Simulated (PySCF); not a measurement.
# C₁₁H₁₈N+: NMR shifts at several levels of theory

Aim: compute the NMR shifts of C₁₁H₁₈N+ (`CCCCCC[n+]1ccccc1`) at several levels, and see how far they spread and what each costs.

Computed with PySCF 2.14.0, with density-fitted response routines of our own, on a single molecule in the gas phase. Atoms are numbered from 0 throughout.

**1. The starting structure**

30 atoms, charge 1, multiplicity 1; geometry from: GFN2-xTB.

Bonds of the start (Å): C0–C1 1.52, C1–C2 1.53, C2–C3 1.53, C3–C4 1.53, C4–C5 1.54, C5–N6 1.45, N6–C7 1.34, C7–C8 1.38, C8–C9 1.39, C9–C10 1.39, C10–C11 1.38, C11–N6 1.34, C0–H12 1.09, C0–H13 1.09, C0–H14 1.09, C1–H15 1.09, C1–H16 1.09, C2–H17 1.09, C2–H18 1.09, C3–H19 1.09, C3–H20 1.09, C4–H21 1.09, C4–H22 1.09, C5–H23 1.09, C5–H24 1.09, C7–H25 1.08, C8–H26 1.08, C9–H27 1.08, C10–H28 1.08, C11–H29 1.08.

**2. Relaxing the molecule at PBE0-D3(BJ)/def2-SVP**

Job settings and geometry (Å):

```
{"job": {"xc": "PBE0", "basis": "def2-SVP", "d3": "d3bj", "grid": 1, "kind": "geom"}, "charge": 1, "multiplicity": 1}
C      4.847250     1.058380    -1.232840
C      3.363090     0.784690    -1.439290
C      2.815920    -0.161020    -0.372200
C      1.339830    -0.487510    -0.600420
C      0.820510    -1.458750     0.455930
C     -0.641740    -1.870670     0.233560
N     -1.526500    -0.729510     0.383600
C     -1.923380    -0.038720    -0.689960
C     -2.709350     1.089470    -0.563470
C     -3.090300     1.513520     0.702540
C     -2.663050     0.784700     1.806100
C     -1.879510    -0.333140     1.611920
H      5.220210     1.728810    -2.002190
H      5.022060     1.517440    -0.262620
H      5.415280     0.132600    -1.281300
H      3.210820     0.342190    -2.426060
H      2.811330     1.727150    -1.409310
H      2.939600     0.295410     0.611920
H      3.396130    -1.085270    -0.383830
H      0.766380     0.443990    -0.576990
H      1.226570    -0.928680    -1.593060
H      0.931620    -1.016990     1.448070
H      1.421170    -2.368100     0.430380
H     -0.758140    -2.282530    -0.769970
H     -0.924100    -2.632910     0.962380
H     -1.609100    -0.401040    -1.657590
H     -3.017280     1.626360    -1.446510
H     -3.706190     2.390140     0.827510
H     -2.934770     1.079410     2.807070
H     -1.526430    -0.927860     2.441650
```

The log of the run:

```text
step   0  E = -483.63816000  max force = 0.021617
step   1  E = -483.64141816  max force = 0.008711
step   2  E = -483.64137263  max force = 0.005130
step   3  E = -483.64171331  max force = 0.002241
step   4  E = -483.64182652  max force = 0.000448
step   5  E = -483.64183402  max force = 0.000997
step   6  E = -483.64185648  max force = 0.000438
step   7  E = -483.64186701  max force = 0.000369
optimisation converged
```

Run time: 2.6 min. Hardware: 8 threads of Intel Xeon 6975P-C (Granite Rapids), shared host.

Along the way: (the energy doesn't fall at every step)

| step | energy from step 0 (eV) | largest force component (eV/Å) |
| --- | --- | --- |
| 0 | 0.0000 | 1.1116 |
| 1 | -0.0887 | 0.4479 |
| 2 | -0.0874 | 0.2638 |
| 3 | -0.0967 | 0.1152 |
| 4 | -0.0998 | 0.0230 |
| 5 | -0.1000 | 0.0513 |
| 6 | -0.1006 | 0.0225 |
| 7 | -0.1009 | 0.0190 |

Distances of close pairs at the start and the end, largest changes first:

| bond | before (Å) | after (Å) | change (Å) |
| --- | --- | --- | --- |
| C5–N6 | 1.452 | 1.480 | +0.028 |
| C4–C5 | 1.535 | 1.521 | -0.014 |
| C0–H14 | 1.087 | 1.101 | +0.014 |
| C0–H13 | 1.087 | 1.101 | +0.014 |
| C9–H27 | 1.079 | 1.092 | +0.014 |
| C3–H20 | 1.092 | 1.106 | +0.013 |
| C2–H18 | 1.091 | 1.104 | +0.013 |
| C2–H17 | 1.092 | 1.105 | +0.013 |

The end geometry stands in the next job.

| at the end point | value |
| --- | --- |
| point group (found at 0.08 Å tolerance) | C1 |
| rotational constants (GHz, main isotopes) | 1.709, 0.386, 0.355 |

**3. NMR shieldings: PBE0/pcSseg-1**

Job settings and geometry (Å):

```
{"job": {"kind": "nmr", "xc": "PBE0", "basis": "pcSseg-1", "pop": false}, "charge": 1, "multiplicity": 1}
C      4.883464     1.054369    -1.235962
C      3.397450     0.786993    -1.409136
C      2.845587    -0.207239    -0.396769
C      1.360072    -0.491517    -0.574815
C      0.819407    -1.481844     0.445907
C     -0.640222    -1.864612     0.255315
N     -1.544864    -0.701249     0.392633
C     -1.960949    -0.039555    -0.703569
C     -2.757331     1.086780    -0.593214
C     -3.126012     1.534283     0.673787
C     -2.682494     0.837089     1.797734
C     -1.888819    -0.281571     1.625750
H      5.250545     1.775549    -1.980283
H      5.103350     1.465565    -0.238180
H      5.472052     0.130698    -1.350393
H      3.203679     0.410178    -2.428969
H      2.836768     1.735452    -1.328706
H      3.024543     0.171179     0.625703
H      3.407823    -1.155222    -0.467285
H      0.807449     0.464171    -0.510176
H      1.183011    -0.879874    -1.594642
H      0.968622    -1.096270     1.469671
H      1.393946    -2.421674     0.397602
H     -0.815817    -2.287299    -0.743339
H     -0.963066    -2.610900     0.994034
H     -1.638609    -0.441663    -1.664940
H     -3.083305     1.600569    -1.498726
H     -3.756857     2.419001     0.785690
H     -2.951096     1.151182     2.807413
H     -1.510398    -0.871009     2.462882
```

Method: GIAO PBE0/pcSseg-1 NMR shielding, non-relativistic, gas phase.

The log of the run:

```text
coarse grid: 24168 points
cycle   1  E = -483.7419056201  dE =  1.818e+00  |g| = 5.319e-01  |ddm| = 4.813e+00
cycle   2  E = -483.6493444671  dE =  9.256e-02  |g| = 8.303e-01  |ddm| = 1.271e+00
cycle   3  E = -483.8152481643  dE = -1.659e-01  |g| = 1.363e-01  |ddm| = 7.369e-01
cycle   4  E = -483.8193648046  dE = -4.117e-03  |g| = 5.085e-02  |ddm| = 1.485e-01
cycle   5  E = -483.8200362215  dE = -6.714e-04  |g| = 6.235e-03  |ddm| = 4.727e-02
cycle   6  E = -483.8200440523  dE = -7.831e-06  |g| = 2.664e-03  |ddm| = 7.438e-03
final grid: 230976 points
cycle   7  E = -483.8914824808  dE = -7.224e-05  |g| = 9.527e-03  |ddm| = 5.509e-02
cycle   8  E = -483.8914772814  dE =  5.199e-06  |g| = 1.063e-02  |ddm| = 1.798e-02
cycle   9  E = -483.8915065462  dE = -2.926e-05  |g| = 1.225e-03  |ddm| = 9.685e-03
cycle  10  E = -483.8915068684  dE = -3.222e-07  |g| = 5.165e-04  |ddm| = 1.357e-03
cycle  11  E = -483.8915069293  dE = -6.087e-08  |g| = 1.346e-04  |ddm| = 4.686e-04
cycle  12  E = -483.8915069337  dE = -4.410e-09  |g| = 3.307e-05  |ddm| = 1.463e-04
cycle  13  E = -483.8915069340  dE = -2.460e-10  |g| = 9.399e-06  |ddm| = 3.499e-05
converged SCF energy = -483.8915069340

GIAO shielding tensors (ppm)
atom      isotropic    diamagn.    paramagn.     s11        s22        s33       span
  0 C      168.681     239.893     -71.212    157.342    162.183    186.519     29.177
  1 C      157.484     247.206     -89.721    144.424    155.824    172.206     27.782
  2 C      150.203     250.144     -99.941    131.106    146.806    172.698     41.592
  3 C      154.454     255.821    -101.367    136.245    155.594    171.522     35.277
  4 C      149.002     252.732    -103.730    138.910    145.218    162.878     23.967
  5 C      116.914     251.595    -134.681     93.219     99.597    157.927     64.708
  6 N       21.310     336.929    -315.619   -123.546    -32.315    219.791    343.337
  7 C       34.018     257.275    -223.257    -63.458     23.713    141.798    205.257
  8 C       49.295     257.464    -208.169    -59.779     28.833    178.831    238.610
  9 C       29.413     253.547    -224.134    -86.851    -11.116    186.207    273.058
 10 C       48.123     257.703    -209.580    -61.474     26.772    179.070    240.544
 11 C       35.324     254.502    -219.178    -60.940     20.303    146.609    207.549
 12 H       29.858      23.178       6.680     25.014     26.975     37.586     12.572
 13 H       30.296      25.936       4.360     25.844     28.653     36.390     10.546
 14 H       30.195      24.493       5.702     25.816     28.320     36.447     10.631
 15 H       29.961      31.321      -1.360     24.711     30.624     34.547      9.836
 16 H       30.206      33.086      -2.881     24.701     31.351     34.566      9.865
 17 H       30.263      34.537      -4.274     25.088     31.576     34.124      9.036
 18 H       29.932      33.135      -3.203     24.932     30.804     34.061      9.128
 19 H       30.809      39.664      -8.856     24.331     31.554     36.542     12.211
 20 H       30.160      36.792      -6.632     25.373     31.145     33.963      8.590
 21 H       29.523      35.693      -6.170     24.261     30.273     34.036      9.775
 22 H       29.149      33.096      -3.947     24.067     28.495     34.885     10.819
 23 H       27.154      32.644      -5.491     23.630     26.487     31.344      7.714
 24 H       26.569      30.822      -4.253     22.344     25.934     31.428      9.084
 25 H       22.908      33.985     -11.077     18.922     21.823     27.979      9.057
 26 H       23.019      29.595      -6.576     19.640     23.388     26.028      6.388
 27 H       22.439      27.193      -4.754     19.344     22.565     25.408      6.063
 28 H       22.933      28.212      -5.279     19.521     23.477     25.802      6.281
 29 H       22.805      31.624      -8.819     18.208     21.955     28.252     10.044
```

It took 54 s on 8 threads of Intel Xeon 6975P-C (Granite Rapids), shared host.

The references, computed at this level on geometries of the same kind, shield at (ppm): ¹H TMS 31.27, ¹³C TMS 184.4, ¹⁵N NH3 265.7. Their shielding less the atom's gives the shift. The references are single molecules in the gas phase, so shifts against H2O, NH3, PH3, H3PO4 or CFCl3 are not on the usual liquid scales and can be off by tens of ppm. Atoms listed in one row are averaged.

| atoms | environment | σ (ppm) | δ (ppm) |
| --- | --- | --- | --- |
| C9 | aromatic CH | 29.4 | 155.0 |
| C7, C11 | aromatic CH next to a ring nitrogen | 34.7 | 149.7 |
| C8, C10 | aromatic CH | 48.7 | 135.7 |
| C5 | sp3 CH2 bonded to N | 116.9 | 67.5 |
| C4 | sp3 CH2 | 149.0 | 35.4 |
| C2 | sp3 CH2 | 150.2 | 34.2 |
| C3 | sp3 CH2 | 154.5 | 30.0 |
| C1 | sp3 CH2 | 157.5 | 26.9 |
| C0 | methyl carbon | 168.7 | 15.7 |
| H27 | hydrogen on an aromatic CH | 22.44 | 8.83 |
| H25, H29 | hydrogen on an aromatic CH next to a ring nitrogen | 22.86 | 8.41 |
| H26, H28 | hydrogen on an aromatic CH | 22.98 | 8.29 |
| H23, H24 | hydrogen on an sp3 CH2 bonded to N | 26.86 | 4.41 |
| H21, H22 | hydrogen on an sp3 CH2 | 29.34 | 1.93 |
| H15, H16 | hydrogen on an sp3 CH2 | 30.08 | 1.18 |
| H17, H18 | hydrogen on an sp3 CH2 | 30.10 | 1.17 |
| H12, H13, H14 | hydrogen on a methyl carbon | 30.12 | 1.15 |
| H19, H20 | hydrogen on an sp3 CH2 | 30.48 | 0.78 |
| N6 | cationic ring nitrogen | 21.3 | 244.4 |

Ring of atoms N6, C7, C8, C9, C10, C11: NICS(0) -8.3, NICS(1) -10.7, NICS(1)zz -27.2 ppm (means of both faces).

**4. Nuclear shieldings: PBE/pcSseg-1**

The job, as its differences from that of step 3:

```diff
@@ -1,2 +1,2 @@
-{"job": {"kind": "nmr", "xc": "PBE0", "basis": "pcSseg-1", "pop": false}, "charge": 1, "multiplicity": 1}
+{"job": {"kind": "nmr", "xc": "PBE", "basis": "pcSseg-1", "pop": false}, "charge": 1, "multiplicity": 1}
 C      4.883464     1.054369    -1.235962
```

Method: GIAO PBE/pcSseg-1 NMR shielding, non-relativistic, gas phase.

The log of the run:

```text
coarse grid: 24168 points
cycle   1  E = -483.5837628225  dE =  1.353e+00  |g| = 7.307e-01  |ddm| = 4.918e+00
cycle   2  E = -482.1821349402  dE =  1.402e+00  |g| = 2.153e+00  |ddm| = 2.659e+00
cycle   3  E = -483.6857944899  dE = -1.504e+00  |g| = 3.921e-01  |ddm| = 2.309e+00
cycle   4  E = -483.7285425553  dE = -4.275e-02  |g| = 9.256e-02  |ddm| = 5.228e-01
cycle   5  E = -483.7299362425  dE = -1.394e-03  |g| = 5.448e-02  |ddm| = 1.352e-01
cycle   6  E = -483.7304245769  dE = -4.883e-04  |g| = 3.185e-02  |ddm| = 7.035e-02
cycle   7  E = -483.7307029534  dE = -2.784e-04  |g| = 7.663e-03  |ddm| = 3.338e-02
cycle   8  E = -483.7307163609  dE = -1.341e-05  |g| = 2.001e-03  |ddm| = 7.652e-03
cycle   9  E = -483.7307172254  dE = -8.646e-07  |g| = 6.445e-04  |ddm| = 2.141e-03
final grid: 230976 points
cycle  10  E = -483.8293036612  dE = -8.084e-05  |g| = 1.777e-02  |ddm| = 7.680e-02
cycle  11  E = -483.8292018280  dE =  1.018e-04  |g| = 2.650e-02  |ddm| = 3.954e-02
cycle  12  E = -483.8293846055  dE = -1.828e-04  |g| = 3.966e-03  |ddm| = 2.490e-02
cycle  13  E = -483.8293880767  dE = -3.471e-06  |g| = 1.083e-03  |ddm| = 3.518e-03
cycle  14  E = -483.8293883335  dE = -2.568e-07  |g| = 3.832e-04  |ddm| = 1.196e-03
cycle  15  E = -483.8293883732  dE = -3.976e-08  |g| = 8.739e-05  |ddm| = 4.113e-04
cycle  16  E = -483.8293883749  dE = -1.666e-09  |g| = 4.035e-05  |ddm| = 1.104e-04
cycle  17  E = -483.8293883753  dE = -3.884e-10  |g| = 1.597e-05  |ddm| = 4.583e-05
converged SCF energy = -483.8293883753

GIAO shielding tensors (ppm)
atom      isotropic    diamagn.    paramagn.     s11        s22        s33       span
  0 C      163.861     239.834     -75.974    152.052    156.675    182.855     30.804
  1 C      151.080     247.314     -96.234    137.517    149.443    166.280     28.763
  2 C      143.633     249.896    -106.264    124.107    140.242    166.549     42.442
  3 C      147.999     255.879    -107.880    129.070    149.670    165.257     36.187
  4 C      141.735     253.164    -111.430    130.818    138.235    156.152     25.334
  5 C      110.237     252.677    -142.440     85.704     92.662    152.345     66.641
  6 N       18.644     336.017    -317.374   -117.069    -36.534    209.534    326.604
  7 C       33.930     257.614    -223.683    -58.974     24.943    135.823    194.796
  8 C       46.035     256.876    -210.841    -60.063     24.955    173.213    233.276
  9 C       29.441     252.377    -222.937    -82.349    -10.676    181.346    263.695
 10 C       44.769     256.946    -212.177    -61.927     22.747    173.486    235.412
 11 C       35.077     254.743    -219.666    -56.365     20.710    140.886    197.251
 12 H       29.773      23.030       6.743     25.151     27.039     37.128     11.976
 13 H       30.223      26.182       4.041     26.029     28.620     36.019      9.990
 14 H       30.123      24.438       5.684     26.001     28.297     36.069     10.068
 15 H       29.796      31.250      -1.454     24.780     30.563     34.045      9.265
 16 H       30.031      33.420      -3.390     24.775     31.268     34.049      9.274
 17 H       30.118      34.665      -4.547     25.263     31.432     33.660      8.396
 18 H       29.782      32.815      -3.032     25.125     30.698     33.524      8.399
 19 H       30.588      40.091      -9.503     24.467     31.164     36.134     11.667
 20 H       30.021      36.802      -6.781     25.533     31.006     33.522      7.989
 21 H       29.367      35.938      -6.571     24.302     30.213     33.586      9.284
 22 H       28.966      32.770      -3.804     24.177     28.445     34.275     10.097
 23 H       27.088      32.745      -5.657     23.704     26.526     31.034      7.329
 24 H       26.449      30.488      -4.039     22.424     25.986     30.938      8.513
 25 H       23.023      34.387     -11.364     19.204     21.875     27.990      8.785
 26 H       23.071      29.736      -6.665     19.947     23.152     26.116      6.168
 27 H       22.591      27.269      -4.678     19.682     22.583     25.509      5.827
 28 H       22.981      28.309      -5.328     19.826     23.229     25.888      6.062
 29 H       22.931      31.905      -8.974     18.532     21.986     28.276      9.744
```

Wall time 45 s (8 threads of Intel Xeon 6975P-C (Granite Rapids), shared host).

Key values: δ C9 150.6, C7 145.5, C8 134.6, C5 69.8, H27 8.61, H25 8.22 ppm (means over like atoms).

**5. Shielding tensors: wB97X-D/pcSseg-1**

The job, as its differences from that of step 4:

```diff
@@ -1,2 +1,2 @@
-{"job": {"kind": "nmr", "xc": "PBE", "basis": "pcSseg-1", "pop": false}, "charge": 1, "multiplicity": 1}
+{"job": {"kind": "nmr", "xc": "wB97X-D", "basis": "pcSseg-1", "pop": false}, "charge": 1, "multiplicity": 1}
 C      4.883464     1.054369    -1.235962
```

Level: GIAO wB97X-D/pcSseg-1 NMR shielding, non-relativistic, gas phase.

The log of the run:

```text
coarse grid: 24168 points
cycle   1  E = -484.1643047939  dE =  2.394e+00  |g| = 4.658e-01  |ddm| = 4.775e+00
cycle   2  E = -484.1765852610  dE = -1.228e-02  |g| = 4.877e-01  |ddm| = 9.242e-01
cycle   3  E = -484.2299151073  dE = -5.333e-02  |g| = 7.883e-02  |ddm| = 3.872e-01
cycle   4  E = -484.2311573853  dE = -1.242e-03  |g| = 3.657e-02  |ddm| = 9.517e-02
cycle   5  E = -484.2314747984  dE = -3.174e-04  |g| = 3.432e-03  |ddm| = 3.206e-02
cycle   6  E = -484.2314782649  dE = -3.467e-06  |g| = 1.431e-03  |ddm| = 5.970e-03
final grid: 230976 points
cycle   7  E = -484.3129487570  dE = -3.215e-04  |g| = 6.963e-03  |ddm| = 6.139e-02
cycle   8  E = -484.3129529286  dE = -4.172e-06  |g| = 6.908e-03  |ddm| = 1.343e-02
cycle   9  E = -484.3129624201  dE = -9.491e-06  |g| = 1.077e-03  |ddm| = 4.412e-03
cycle  10  E = -484.3129626338  dE = -2.137e-07  |g| = 6.179e-04  |ddm| = 1.543e-03
cycle  11  E = -484.3129627310  dE = -9.716e-08  |g| = 9.606e-05  |ddm| = 6.496e-04
cycle  12  E = -484.3129627337  dE = -2.786e-09  |g| = 3.822e-05  |ddm| = 1.375e-04
cycle  13  E = -484.3129627343  dE = -5.500e-10  |g| = 8.649e-06  |ddm| = 6.617e-05
converged SCF energy = -484.3129627343

GIAO shielding tensors (ppm)
atom      isotropic    diamagn.    paramagn.     s11        s22        s33       span
  0 C      168.774     239.510     -70.736    157.631    162.586    186.106     28.474
  1 C      158.307     247.136     -88.829    145.318    156.585    173.019     27.701
  2 C      151.070     250.382     -99.312    131.914    147.669    173.625     41.711
  3 C      155.037     255.987    -100.950    137.051    155.718    172.343     35.292
  4 C      150.166     252.725    -102.559    140.155    146.392    163.951     23.796
  5 C      117.450     251.535    -134.085     94.083     99.907    158.359     64.276
  6 N       21.345     337.197    -315.851   -127.381    -29.787    221.204    348.585
  7 C       32.058     257.776    -225.718    -67.602     22.192    141.583    209.185
  8 C       48.915     257.797    -208.881    -61.656     29.366    179.036    240.692
  9 C       27.203     254.309    -227.106    -91.543    -12.786    185.938    277.481
 10 C       47.808     257.994    -210.186    -63.247     27.413    179.257    242.504
 11 C       33.492     255.173    -221.681    -65.090     19.241    146.325    211.415
 12 H       29.986      23.128       6.858     25.141     27.096     37.721     12.579
 13 H       30.403      25.985       4.418     25.928     28.781     36.501     10.573
 14 H       30.303      24.454       5.849     25.903     28.448     36.557     10.654
 15 H       30.117      31.452      -1.335     24.872     30.766     34.714      9.841
 16 H       30.366      33.394      -3.028     24.864     31.502     34.732      9.868
 17 H       30.397      34.833      -4.436     25.180     31.733     34.277      9.097
 18 H       30.075      33.228      -3.154     25.028     30.951     34.245      9.218
 19 H       30.980      40.232      -9.252     24.478     31.733     36.729     12.251
 20 H       30.283      37.053      -6.770     25.474     31.307     34.068      8.594
 21 H       29.677      35.975      -6.297     24.413     30.426     34.193      9.780
 22 H       29.317      33.198      -3.881     24.220     28.653     35.078     10.858
 23 H       27.294      32.816      -5.522     23.781     26.647     31.453      7.671
 24 H       26.754      30.951      -4.197     22.535     26.119     31.609      9.074
 25 H       22.976      34.205     -11.229     19.043     21.818     28.067      9.024
 26 H       23.139      29.658      -6.519     19.775     23.519     26.122      6.347
 27 H       22.493      27.180      -4.687     19.467     22.544     25.467      6.000
 28 H       23.058      28.213      -5.155     19.658     23.614     25.901      6.243
 29 H       22.875      31.807      -8.933     18.321     21.969     28.334     10.013
```

It took 73 s on 8 threads of Intel Xeon 6975P-C (Granite Rapids), shared host.

This run: δ C9 157.3, C7 151.8, C8 136.2, C5 67.1, H27 8.89, H25 8.45 ppm (means over like atoms).

[end of part 1 of 2]
